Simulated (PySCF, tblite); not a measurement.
# C7H12N2Si: geometry, infrared bands and NMR shifts

What infrared bands and NMR shifts should C7H12N2Si (`C=C/C(C)=N/[C@@H]([SiH3])CC#N`) show?

Computed with tblite 0.8.0 and PySCF 2.14.0, with density-fitted response routines of our own, on a single molecule in the gas phase. Atoms count from 0, in the outputs and in this text.

### Step 1. The starting structure

22 atoms, charge 0, multiplicity 1; geometry from: force field or distance geometry start.

Bonds of the start (Å): C0–C1 1.35, C1–C2 1.47, C2–C3 1.52, C2–N4 1.31, N4–C5 1.48, C5–Si6 1.91, C5–C7 1.54, C7–C8 1.47, C8–N9 1.17, C0–H10 1.08, C0–H11 1.08, C1–H12 1.11, C3–H13 1.09, C3–H14 1.09, C3–H15 1.08, C5–H16 1.09, Si6–H17 1.49, Si6–H18 1.50, Si6–H19 1.49, C7–H20 1.10, C7–H21 1.09.

### Step 2. Optimising the geometry with GFN2-xTB

What the job is given:

```
{"job": {"kind": "relax", "xc": "GFN2-xTB", "basis": "xTB"}, "charge": 0, "multiplicity": 1}
C      3.689600    -0.613000     0.413700
C      2.483700    -0.189900     0.846300
C      1.234400    -0.167200     0.065100
C      1.276000    -0.367400    -1.444600
N      0.135300     0.035800     0.739300
C     -1.189900     0.040500     0.075000
Si    -2.386500    -0.879100     1.244300
C     -1.585500     1.504300    -0.194100
C     -2.730200     1.580800    -1.117500
N     -3.635900     1.641500    -1.848200
H      3.851300    -0.982600    -0.590200
H      4.532700    -0.608000     1.086200
H      2.375700     0.133400     1.897800
H      2.274600    -0.185100    -1.848400
H      0.983200    -1.395600    -1.662000
H      0.593200     0.316100    -1.929500
H     -1.182000    -0.541300    -0.845400
H     -3.726500    -0.977000     0.611700
H     -2.531900    -0.138500     2.535800
H     -1.898200    -2.262700     1.516700
H     -1.823600     2.036400     0.738900
H     -0.749900     2.038100    -0.651900
```

Command:

```sh
> OMP_NUM_THREADS=1 python probes_run.py task.json out
```

The driver reads the jobs from task.json and runs them one after another.

**Question.** This job is followed by: GFN2-xTB harmonic vibrations, gas phase; GIAO PBE0/pcSseg-1 NMR shielding, non-relativistic, gas phase. What will the session give for the following? strongest single infrared mode (GFN2-xTB); zero-point energy (GFN2-xTB); 13C shifts against TMS (PBE0/pcSseg-1); 1H shifts against TMS (PBE0/pcSseg-1, means over atoms taken as alike); 15N shifts against NH3 (PBE0/pcSseg-1); 29Si shifts against TMS (PBE0/pcSseg-1).

**Answer**, as computed:

```
                                                              quantity                                               value
                             strongest single infrared mode (GFN2-xTB)                                782 cm⁻¹, 382 km/mol
                                          zero-point energy (GFN2-xTB)                                      104.7 kcal/mol
                                13C shifts against TMS (PBE0/pcSseg-1)    167.5, 152.2, 125.9, 123.6, 50.9, 24.8, 12.5 ppm
1H shifts against TMS (PBE0/pcSseg-1, means over atoms taken as alike)  6.66, 5.85, 5.80, 3.95, 3.89, 2.87, 2.78, 2.03 ppm
                                15N shifts against NH3 (PBE0/pcSseg-1)                                    388.5, 303.7 ppm
                               29Si shifts against TMS (PBE0/pcSseg-1)                                           -68.1 ppm
```

In words: Over 153 steps the energy fell by 0.371 eV; of the close pairs, N4–C5 changed most, 1.482 to 1.417 Å. No mode is imaginary among the 60: a minimum at this level. The strongest single mode, at 782 cm⁻¹, is carried by H19, H18, H17. GFN2-xTB is a fitted tight-binding method: band positions and strengths are rough. Its intensities can rank the bands wrongly. The most deshielded hydrogen is H12 (hydrogen on an alkene CH), at 6.66 ppm: olefinic region. At PBE0/pcSseg-1: The largest span, 673 ppm, is at N4, where the paramagnetic term is -456 ppm.
